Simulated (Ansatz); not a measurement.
# GeAsH₃ (triplet): from Hartree-Fock to the top rungs at a displaced geometry (v2), cc-pVDZ

One table from this session's results is given with a row withheld; the runs are named, their logs left out.

Method: cc-pVDZ, core rule «outside noble gas», up to 28 orbitals frozen; program: Ansatz 0.2.0, Gaussian basis.

Plan: UHF; CCSD(T) on ROHF; CCSD(T) on UHF; BCCD(T) on ROHF; CISD; CCSDT(Q) on ROHF; CCSDT(Q) on UHF.

24 further runs of the same task are left out: 11 that didn't finish, 13 set aside as unsound or not needed.

## What is computed

The geometry is a PBE0/def2-TZVP stationary point (not a proven minimum) with its atoms shifted at random (size 0.100 Å). No spin-orbit coupling is included. The filled d shell of Ge, As may be among the frozen orbitals whatever the setting's name suggests; the logs give the count.

5 atoms, charge 0, spin multiplicity 3.

Atoms are counted from 1 here; the program's logs count them from 0.

Bond lengths: Ge1–As2 2.408 Å, Ge1–H3 1.582 Å, As2–H4 1.587 Å, As2–H5 1.430 Å. Angles: As2–Ge1–H3 113.7°, Ge1–As2–H4 94.0°, Ge1–As2–H5 105.1°, H4–As2–H5 99.8°.

As a file:

```xyz
5
charge 0, multiplicity 3
Ge    0.0834    0.0618    1.2248
As   -0.0815   -0.0649   -1.1740
H    -0.0049   -1.3446    1.9441
H     1.1800    0.8650   -1.4220
H    -1.1266    0.8459   -1.5249
```

The first run:

Contents of in.yaml:

```yaml
crystal:
  periodic: [false, false, false]
  atoms:
    - {symbol: Ge, position_ang: [0.083380, 0.061812, 1.224760]}
    - {symbol: As, position_ang: [-0.081494, -0.064857, -1.173972]}
    - {symbol: H, position_ang: [-0.004874, -1.344635, 1.944101]}
    - {symbol: H, position_ang: [1.179982, 0.864998, -1.421976]}
    - {symbol: H, position_ang: [-1.126571, 0.845865, -1.524859]}
basis:
  gaussian: {orbitals: cc-pVDZ}
magnetization: {spin_polarized: true, initial_magnetization: 2}
hamiltonian: {xc: hf}
output: {orbitals: {seedname: orbitals}}
```

Run with:

```console
ansatz run in.yaml --threads 1 --pin off --events-out ev --progress --plain --max-ram 2393MiB
```

Steps of the session up to this table: UHF; CCSD(T) on ROHF; CCSD(T) on UHF; BCCD(T) on ROHF; CISD; CCSDT(Q) on ROHF; CCSDT(Q) on UHF.

One of the session's tables, all rows but one given; the rest of the session is left out.

```
   method  from UCCSDT(Q) (meV)
     ROHF               +6122.5
      UHF               +6020.5
     RMP2                     ?
     UMP2               +1255.0
     CISD                +728.2
    RCCSD                +227.4
    UCCSD                +215.1
 RCCSD(T)                 +51.6
 UCCSD(T)                 +42.6
  BCCD(T)                 +50.1
   RCCSDT                 +18.5
   UCCSDT                  +9.6
RCCSDT(Q)                  +9.0
UCCSDT(Q)                     0
```

**Question.** Estimate the row for RMP2.

**Answer.** from UCCSDT(Q) (meV): +1267.9. In the column «from UCCSDT(Q) (meV)» it lies between UMP2 (+1255.0) and UHF (+6020.5).

Among the levels timed on like hardware and quicker than the yardstick, those that no quicker one beats, quickest first: CISD (4.6 s, +728.2 meV); BCCD(T) (6 s, +50.1 meV); UCCSD(T) (11 s, +42.6 meV).

Limits of these values: Restricted and unrestricted rows rest on different reference determinants; where their highest levels disagree by more than a few hundredths of an eV, they describe different states and don't form one ladder.
